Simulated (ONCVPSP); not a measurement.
# Lu: generating and testing an ONCV potential

Do these settings give a usable potential? It is generated, then checked for transferability, scattering, ghosts and hardness.

The numbers are computed with ONCVPSP 4.0.1.1 (patched build) (PBE, scalar-relativistic, spin-unpolarised reference atom).

### 1 The atom and the settings

The settings as typed:

```
element                 : lutetium (Lu, Z = 71)
type                    : optimised norm-conserving Vanderbilt (ONCV)
frozen core             : [Kr] 4d10
valence charge          : 25
reference configuration : 4f14 5s2 5p6 5d1 6s1 (charge +1)
partial waves           : 5s+6s: rc 1.50 bohr, ncon 3, nbas 7, qcut 6.3 1/bohr, 2 projectors; 5p: rc 2.15 bohr, ncon 3, nbas 6, qcut 7.7 1/bohr, 2 projectors, debl 1.7 Ha; 5d: rc 1.95 bohr, ncon 3, nbas 8, qcut 4.1 1/bohr, 1 projector; 4f: rc 0.95 bohr, ncon 4, nbas 9, qcut 15.2 1/bohr, 2 projectors, debl 3.3 Ha
local potential         : polynomial inside 0.80 bohr (lpopt 5, dvloc0 0 Ha)
core correction         : Teter function, fcfact 5.5, rcfact 1.7
```

The outer shells as boxes (Hund's rule for the drawing; the calculation is spin-unpolarised):

```
[Kr] core
4d [↑↓][↑↓][↑↓][↑↓][↑↓]
4f [↑↓][↑↓][↑↓][↑↓][↑↓][↑↓][↑↓]
5s [↑↓]
5p [↑↓][↑↓][↑↓]
5d [↑ ][  ][  ][  ][  ]
6s [↑ ]
```

An earlier all-electron run gives the scale for the radii.

All-electron outer shells of the reference configuration (PBE, scalar-relativistic, ld1.x):

```
shell  level (eV)  outermost node (bohr)  outermost maximum (bohr)
   4d     -198.62                   0.23                      0.48
   5s      -67.77                   0.57                      1.04
   5p      -38.38                   0.61                      1.19
   4f      -16.33                      –                      0.47
   6s      -10.21                   1.41                      2.93
   5d       -7.87                   0.68                      1.80
   6p       -6.02                   1.71                      3.81
```

### 2 The generation run

Contents of Lu.dat:

```
# ATOM AND REFERENCE CONFIGURATION
# atsym  z   nc   nv     iexc    psfile
  Lu 71.00    9    5        4      upf
#
#   n    l    f
    1    0    2.00
    2    0    2.00
    2    1    6.00
    3    0    2.00
    3    1    6.00
    3    2   10.00
    4    0    2.00
    4    1    6.00
    4    2   10.00
    4    3   14.00
    5    0    2.00
    5    1    6.00
    5    2    1.00
    6    0    1.00
#
# PSEUDOPOTENTIAL AND OPTIMIZATION
# lmax
    3
#
#   l,   rc,      ep,       ncon, nbas, qcut
    0    1.50    0.00    3    7    6.30
    1    2.15    0.00    3    6    7.70
    2    1.95    0.00    3    8    4.10
    3    0.95    0.00    4    9   15.20
#
# LOCAL POTENTIAL
# lloc, lpopt,  rc(5),   dvloc0
    4    5    0.80    0.00
#
# VANDERBILT-KLEINMAN-BYLANDER PROJECTORs
# l, nproj, debl
    0    2    3.40
    1    2    1.70
    2    1    3.00
    3    2    3.30
#
# MODEL CORE CHARGE
# icmod, fcfact, rcfact
    3    5.50    1.70
#
# LOG DERIVATIVE ANALYSIS
# epsh1, epsh2, depsh
   -4.00    5.00    0.02
#
# OUTPUT GRID
# rlmax, drl
    6.00    0.01
#
# TEST CONFIGURATIONS
# ncnf
    4
# nvcnf
#   n    l    f
    5
    4    3   14.00
    5    0    2.00
    5    1    6.00
    5    2    1.00
    6    0    2.00
#
    5
    4    3   14.00
    5    0    2.00
    5    1    6.00
    5    2    1.00
    6    0    0.00
#
    5
    4    3   14.00
    5    0    2.00
    5    1    6.00
    5    2    0.00
    6    0    0.00
#
    5
    4    3   14.00
    5    0    2.00
    5    1    6.00
    5    2    2.00
    6    0    0.00
#
```

Started as:

```console
$ oncvpsp.x < Lu.dat > Lu.out
```

Q: Predict the outcome of this session. Wanted: cutoffs for 1 and 0.1 mHa per electron, occupied waves; bound ghosts; GHOST(+) flags; largest test error; largest phase difference near zero energy, channels read; rms error of d²Exc/dn², without and with the model core.

The runs gave:

| quantity | value |
| --- | --- |
| cutoffs for 1 and 0.1 mHa per electron, occupied waves | 145 Ha and 380 Ha |
| bound ghosts | s at -317.03 eV |
| GHOST(+) flags | p at -4 eV, d at 90 eV |
| largest test error (AE − PS) | -13 meV, for 4f14 5s2 5p6 5d0 6s0 |
| largest phase difference near zero energy, channels read | 3.142 rad |
| rms error of d²Exc/dn², without and with the model core | 3.98 and 2.49 mHa |

What this shows: It has a bound ghost (s), a state that the atom doesn't have, and that rules the file out. By total energies transferability is good: the largest error is 13 meV on 33.2 eV, for 4f14 5s2 5p6 5d0 6s0. Atomic tests can pass in spite of a ghost, since they solve only for the levels asked. By its cutoff, 145 Ha for the looser tolerance, it is very hard. The tighter tolerance needs 380 Ha, and converged work needs a cutoff nearer that. At the looser tolerance the 4f wave is the slowest; 5s needs 17 Ha. Near zero energy the largest phase difference among the channels read is 3.14 rad, in the p channel. A step near π is an extra or missing state, not a misfit of shape. The pseudo curves have a pole with no partner nearby in the atom's: p at -0.16 Ha. The program also flags highly localised states, GHOST(+) (p, d). These are tests on the free atom; a crystal test is still owed.
